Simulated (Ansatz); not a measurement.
# BC5: the cost of one run

Program: Ansatz 0.2.0. Level of theory: DFT PBE, scalar-relativistic, plane waves, PAW. These are calculated values, not measurements.

1 further run of the same task is left out (set aside as unsound or not needed). Runs told in other sessions of the task aren't counted.

### 1 The structure to begin with

It takes space group P4/mmm (No. 123, tetragonal). The conventional cell has a = 3.607 Å, b = 3.607 Å, c = 2.877 Å, α = 90.00°, β = 90.00°, γ = 90.00°. Around B (site symmetry 4/mmm) lie 8 C at 1.95 Å. Around C (site symmetry 2mm) lie 2 C at 1.41 to 1.46 Å. C (site symmetry 4/mmm) is surrounded by 8 C at 1.95 Å.

Structure file:

```
CELL_PARAMETERS angstrom
3.60729 0.00000 0.00000
0.00000 3.60729 0.00000
0.00000 0.00000 2.87695
ATOMIC_POSITIONS crystal
B 0.50000 0.50000 0.00000
C 0.00000 0.50000 0.74553
C 0.50000 0.00000 0.74553
C 0.00000 0.50000 0.25447
C 0.50000 0.00000 0.25447
C 0.00000 0.00000 0.00000
```

It is the end of an earlier relaxation with the same method, from a generated guess; it is a trial structure. At a tolerance of 0.05 Å it has space group P4/mmm (No. 123); it has 6.24 Å³/atom, an uncorrected energy of +2.60 eV/atom over the elements.

### 2 Electronic structure at the relaxed geometry

The input, input.yaml:

```yaml
crystal:
  lattice:
    - [3.6072878056, 0.0, 0.0]
    - [0.0, 3.6072878056, 0.0]
    - [0.0, 0.0, 2.8769501409]
  atoms:
    - { symbol: B, position: [0.5, 0.5, 0.0] }
    - { symbol: C, position: [0.0, 0.5, 0.7455285169] }
    - { symbol: C, position: [0.5, 0.0, 0.7455285169] }
    - { symbol: C, position: [0.0, 0.5, 0.2544714831] }
    - { symbol: C, position: [0.5, 0.0, 0.2544714831] }
    - { symbol: C, position: [0.0, 0.0, 0.0] }
basis:
  ecutwfc: 420
kpoints:
  mp_grid: { grid: [10, 10, 14] }
  band_path:
    path:
      - [[0.0, 0.0, 0.0], [0.0, 0.5, 0.0], [0.5, 0.5, 0.0], [0.0, 0.0, 0.0], [0.0, 0.0, 0.5], [0.0, 0.5, 0.5], [0.5, 0.5, 0.5], [0.0, 0.0, 0.5]]
      - [[0.0, 0.5, 0.0], [0.0, 0.5, 0.5]]
      - [[0.5, 0.5, 0.0], [0.5, 0.5, 0.5]]
    npoints: 14
hamiltonian:
  xc: pbe
scf:
  occupations: { method: gaussian, width: 0.1 }
  n_extra_bands: 15
output:
  forces: true
  stress: true
  eigenvalues: true
  populations: true
  dos: { projected: true, de: 0.02, nscf_kmesh: { grid: [12, 12, 17] } }
  bader: true
  write_density: true
  write_potential: true
  elf: true
  volumetric_format: npy
```

Started as:

```
> ansatz run input.yaml --threads 1 --pin off --max-ram 2560MiB --backend cpu --events-out ev --progress --plain --runs-dir out
```

What time and memory should one allow on 1 thread of Arm Neoverse V2, shared host?

About 48 s, with a peak of 0.39 GiB.
